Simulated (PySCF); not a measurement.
# C6H8O: magnetic properties

Wanted: magnetic properties for C6H8O (`O[C@H]1CCC12C=C2`).

Programs: PySCF 2.14.0, with routines of our own; each step states its level. All values are computed. Atoms count from 0.

### Step 1. The system as given

15 atoms, charge 0, multiplicity 1; geometry from: GFN2-xTB.

### Step 2. Magnetic properties: GIAO KT3/pcSseg-1

Job settings and geometry (Å):

```
{"job": {"kind": "mag", "xc": "KT3", "basis": "pcSseg-1", "isotopologues": 2}, "charge": 0, "multiplicity": 1}
O      0.881678     1.949967     0.243337
C      0.045585     0.898662     0.639573
C     -1.356829     0.813010    -0.012953
C     -1.084582    -0.640032    -0.444443
C      0.342919    -0.494079     0.077442
C      1.281791    -1.536732     0.586398
C      1.616101    -0.972116    -0.540112
H      0.982205     1.912555    -0.715081
H      0.023535     0.946957     1.731037
H     -1.465032     1.504171    -0.846957
H     -2.190300     0.950608     0.670081
H     -1.176722    -0.835930    -1.512323
H     -1.674076    -1.377713     0.098590
H      1.480737    -2.235861     1.360338
H      2.288576    -0.875478    -1.356842
```

Method: GIAO KT3/pcSseg-1 magnetisability, rotational g tensor and spin-rotation constants, non-relativistic, gas phase.

On the command line:

```
$ OMP_NUM_THREADS=1 python excited_run.py task.json out
```

The driver reads the jobs from task.json and runs them one after another.

The program printed:

```text
coarse grid: 12568 points
cycle   1  E = -313.1662346378  dE =  1.022e+00  |g| = 8.105e-01  |ddm| = 3.596e+00
cycle   2  E = -312.9082335229  dE =  2.580e-01  |g| = 1.367e+00  |ddm| = 2.567e+00
cycle   3  E = -313.3020310485  dE = -3.938e-01  |g| = 1.739e-01  |ddm| = 1.965e+00
cycle   4  E = -313.3083850301  dE = -6.354e-03  |g| = 6.044e-02  |ddm| = 2.589e-01
cycle   5  E = -313.3091626915  dE = -7.777e-04  |g| = 2.165e-02  |ddm| = 7.604e-02
cycle   6  E = -313.3092528426  dE = -9.015e-05  |g| = 9.283e-03  |ddm| = 2.939e-02
cycle   7  E = -313.3092717316  dE = -1.889e-05  |g| = 3.691e-03  |ddm| = 1.036e-02
cycle   8  E = -313.3092750447  dE = -3.313e-06  |g| = 1.012e-03  |ddm| = 3.840e-03
final grid: 121432 points
cycle   9  E = -313.3432795989  dE = -2.168e-04  |g| = 1.426e-02  |ddm| = 7.177e-02
cycle  10  E = -313.3431922412  dE =  8.736e-05  |g| = 2.579e-02  |ddm| = 3.446e-02
cycle  11  E = -313.3433130201  dE = -1.208e-04  |g| = 2.439e-03  |ddm| = 2.408e-02
cycle  12  E = -313.3433142395  dE = -1.219e-06  |g| = 1.148e-03  |ddm| = 3.077e-03
cycle  13  E = -313.3433145493  dE = -3.098e-07  |g| = 3.583e-04  |ddm| = 1.248e-03
cycle  14  E = -313.3433145828  dE = -3.346e-08  |g| = 7.348e-05  |ddm| = 4.331e-04
cycle  15  E = -313.3433145840  dE = -1.193e-09  |g| = 2.651e-05  |ddm| = 1.007e-04
cycle  16  E = -313.3433145842  dE = -1.704e-10  |g| = 3.793e-06  |ddm| = 3.050e-05
converged SCF energy = -313.3433145842

Magnetisability tensor (1e-30 J/T^2)
    -1033.90      -95.17     -120.06
      -95.17    -1079.28     -129.30
     -120.06     -129.30     -927.36
isotropic -1013.51   principal values   -1250.39   -959.79   -830.35
isotropic susceptibility -61.035 1e-6 cm^3/mol

Inertial axes            a          b          c
rot. const./GHz      4.0826     2.7537     1.9504
chi total           -59.318    -70.956    -52.831
chi diamagnetic    -391.931   -527.198   -704.598
chi paramagnetic    332.614    456.242    651.767
quadrupole/D A       -0.978     -5.990      6.968
g nuclear            0.6113     0.5912     0.5743
g electronic        -0.6379    -0.5902    -0.5972
g total             -0.0266     0.0009    -0.0229

Spin-rotation constants (kHz, H = +C I.J)
atom  isotope        aa         bb         cc
  7     1H       -0.548     -0.362      0.032
  8     1H       -0.391     -0.290      0.128
  9     1H       -0.260     -0.303     -0.029
 10     1H       -0.228     -0.198     -0.077
 11     1H       -0.434     -0.266      0.048
 12     1H       -0.409     -0.052     -0.113
 13     1H        0.002     -0.320      0.031
 14     1H       -0.303     -0.178      0.079
  0    17O*      -0.550     -0.327     -0.210
  1    13C*       0.934      0.662      0.517
  2    13C*       0.806      0.368      0.329
  3    13C*       0.596      0.480      0.356
  4    13C*       0.975      0.245      0.375
  5    13C*       1.821      0.449      0.540
  6    13C*       1.583      0.531      0.569
* in the singly substituted isotopologue

Isotopologues: g along a, b, c
2H    at 7,8,9,10,11,12    -0.0233     0.0013    -0.0198
18O   at 0                 -0.0239    -0.0003    -0.0221
```

Run time: 50 s. Hardware: 1 thread of Arm Neoverse N1, shared host; peak memory 0.52 GiB.

From this job:

```tsv
quantity	value
magnetisability	-1014·10⁻³⁰ J/T²
molar susceptibility	-61.0·10⁻⁶ cm³/mol
rotational g (a, b, c)	-0.0266, 0.0009, -0.0229
```

### Step 3. Magnetic properties: GIAO KT2/def2-SVP

The job, as its differences from that of step 2:

```diff
@@ -1,2 +1,2 @@
-{"job": {"kind": "mag", "xc": "KT3", "basis": "pcSseg-1", "isotopologues": 2}, "charge": 0, "multiplicity": 1}
+{"job": {"kind": "mag", "xc": "KT2", "basis": "def2-SVP"}, "charge": 0, "multiplicity": 1}
 O      0.881678     1.949967     0.243337
```

With the program's defaults for keys left out, this is: GIAO KT2/def2-SVP magnetisability, rotational g tensor and spin-rotation constants, non-relativistic, gas phase.

The program printed:

```text
coarse grid: 12568 points
cycle   1  E = -313.3784535922  dE =  1.001e+00  |g| = 7.790e-01  |ddm| = 4.545e+00
cycle   2  E = -313.1222699983  dE =  2.562e-01  |g| = 1.341e+00  |ddm| = 3.632e+00
cycle   3  E = -313.5071853386  dE = -3.849e-01  |g| = 1.741e-01  |ddm| = 2.901e+00
cycle   4  E = -313.5140705373  dE = -6.885e-03  |g| = 5.969e-02  |ddm| = 3.283e-01
cycle   5  E = -313.5148323287  dE = -7.618e-04  |g| = 2.334e-02  |ddm| = 9.885e-02
cycle   6  E = -313.5149502736  dE = -1.179e-04  |g| = 8.525e-03  |ddm| = 4.156e-02
cycle   7  E = -313.5149662430  dE = -1.597e-05  |g| = 3.781e-03  |ddm| = 1.244e-02
cycle   8  E = -313.5149699784  dE = -3.735e-06  |g| = 7.521e-04  |ddm| = 4.713e-03
final grid: 121432 points
cycle   9  E = -313.5497121938  dE = -1.132e-04  |g| = 1.583e-02  |ddm| = 1.153e-01
cycle  10  E = -313.5496384189  dE =  7.377e-05  |g| = 2.299e-02  |ddm| = 5.359e-02
cycle  11  E = -313.5497753374  dE = -1.369e-04  |g| = 3.500e-03  |ddm| = 3.480e-02
cycle  12  E = -313.5497784091  dE = -3.072e-06  |g| = 9.130e-04  |ddm| = 4.902e-03
cycle  13  E = -313.5497785867  dE = -1.777e-07  |g| = 4.207e-04  |ddm| = 1.594e-03
cycle  14  E = -313.5497786340  dE = -4.723e-08  |g| = 6.371e-05  |ddm| = 5.136e-04
cycle  15  E = -313.5497786347  dE = -7.401e-10  |g| = 3.253e-05  |ddm| = 1.096e-04
cycle  16  E = -313.5497786349  dE = -2.051e-10  |g| = 3.385e-06  |ddm| = 4.322e-05
converged SCF energy = -313.5497786349

Magnetisability tensor (1e-30 J/T^2)
    -1038.45      -99.39     -120.17
      -99.39    -1086.80     -132.24
     -120.17     -132.24     -933.30
isotropic -1019.52   principal values   -1261.77   -961.23   -835.55
isotropic susceptibility -61.397 1e-6 cm^3/mol

Inertial axes            a          b          c
rot. const./GHz      4.0826     2.7537     1.9504
chi total           -59.506    -71.531    -53.153
chi diamagnetic    -391.572   -526.887   -703.979
chi paramagnetic    332.066    455.356    650.825
quadrupole/D A       -0.858     -5.787      6.645
g nuclear            0.6113     0.5912     0.5743
g electronic        -0.6369    -0.5891    -0.5963
g total             -0.0255     0.0021    -0.0221

Spin-rotation constants (kHz, H = +C I.J)
atom  isotope        aa         bb         cc
  7     1H       -0.562     -0.372      0.028
  8     1H       -0.396     -0.291      0.126
  9     1H       -0.271     -0.309     -0.034
 10     1H       -0.236     -0.202     -0.083
 11     1H       -0.443     -0.272      0.043
 12     1H       -0.419     -0.056     -0.117
 13     1H       -0.002     -0.328      0.030
 14     1H       -0.313     -0.184      0.078
  0    17O*      -0.487     -0.298     -0.195
  1    13C*       0.828      0.591      0.473
  2    13C*       0.709      0.306      0.288
  3    13C*       0.494      0.419      0.310
  4    13C*       0.893      0.212      0.338
  5    13C*       1.674      0.394      0.505
  6    13C*       1.445      0.472      0.536
* in the singly substituted isotopologue
```

It took 39 s on 1 thread of Arm Neoverse N1, shared host; peak memory 0.54 GiB.

From this job:

```tsv
quantity	value
magnetisability	-1020·10⁻³⁰ J/T²
molar susceptibility	-61.4·10⁻⁶ cm³/mol
rotational g (a, b, c)	-0.0255, 0.0021, -0.0221
```

### Step 4. The levels compared

```tsv
level	ξ (10⁻³⁰ J/T²)	g(a)	g(b)	gap (eV)	functions	time
GIAO KT3/pcSseg-1	-1014	-0.0266	0.0009	4.65	159	50 s
GIAO KT2/def2-SVP	-1020	-0.0255	0.0021	4.56	138	39 s
```

### Step 5. Summary of results

| quantity | value |
| --- | --- |
| magnetisability (step 2, GIAO KT3/pcSseg-1) | -1014·10⁻³⁰ J/T² |
| molar susceptibility (step 2, GIAO KT3/pcSseg-1) | -61.0·10⁻⁶ cm³/mol |
| rotational g (a, b, c) (step 2, GIAO KT3/pcSseg-1) | -0.0266, 0.0009, -0.0229 |
| magnetisability over the levels | -1020 to -1014·10⁻³⁰ J/T² |

**Reading.** The magnetisability spreads by 0.6 % over 2 levels of like cost. Two levels can agree by chance, so this spread shows no convergence. Vibrational averaging and real surroundings are missing from these values.
